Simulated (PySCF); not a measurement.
# C13H10: the cost of one run

Computed with PySCF 2.14.0, with density-fitted response routines of our own, on a single molecule in the gas phase. Atoms are numbered from 0 throughout.

## (1) The molecule as given

23 atoms, charge 0, multiplicity 1; geometry from: GFN2-xTB.

Bonds of the start (Å): C0–C1 1.33, C1–C2 1.45, C2–C3 1.38, C3–C4 1.40, C4–C5 1.37, C5–C6 1.41, C6–C7 1.41, C7–C8 1.37, C8–C9 1.40, C9–C10 1.37, C10–C11 1.41, C10–C12 1.50, C12–C0 1.49, C11–C2 1.42, C11–C6 1.42, C0–H13 1.08, C1–H14 1.08, C3–H15 1.08, C4–H16 1.08, C5–H17 1.08, C7–H18 1.08, C8–H19 1.08, C9–H20 1.08, C12–H21 1.09, C12–H22 1.11.

## (2) Relaxing the molecule at PBE0-D3(BJ)/def2-SVP

Job settings and geometry (Å):

```
{"job": {"xc": "PBE0", "basis": "def2-SVP", "d3": "d3bj", "grid": 2, "kind": "geom"}, "charge": 0, "multiplicity": 1}
C      2.565100    -1.167450     0.012180
C      1.486650    -1.947340     0.033820
C      0.144840    -1.404640     0.031090
C     -0.964670    -2.220670     0.060940
C     -2.254700    -1.679150     0.054890
C     -2.436200    -0.324290     0.020010
C     -1.329690     0.552000    -0.008000
C     -1.490410     1.951130    -0.038630
C     -0.397990     2.773140    -0.061320
C      0.892700     2.233550    -0.057140
C      1.095300     0.874080    -0.027610
C     -0.019750     0.007500    -0.002300
C      2.493340     0.321990    -0.018000
H      3.559720    -1.592640     0.015890
H      1.581510    -3.024210     0.053630
H     -0.836620    -3.293610     0.090080
H     -3.107330    -2.342820     0.077880
H     -3.430610     0.098750     0.014690
H     -2.490610     2.360130    -0.042600
H     -0.522070     3.846220    -0.081440
H      1.744230     2.899790    -0.075750
H      3.034460     0.686330    -0.890070
H      3.034930     0.721890     0.859820
```

Q: Estimate the wall time of this first job on 8 threads of Arm Neoverse V1, shared host.

About 2 min.
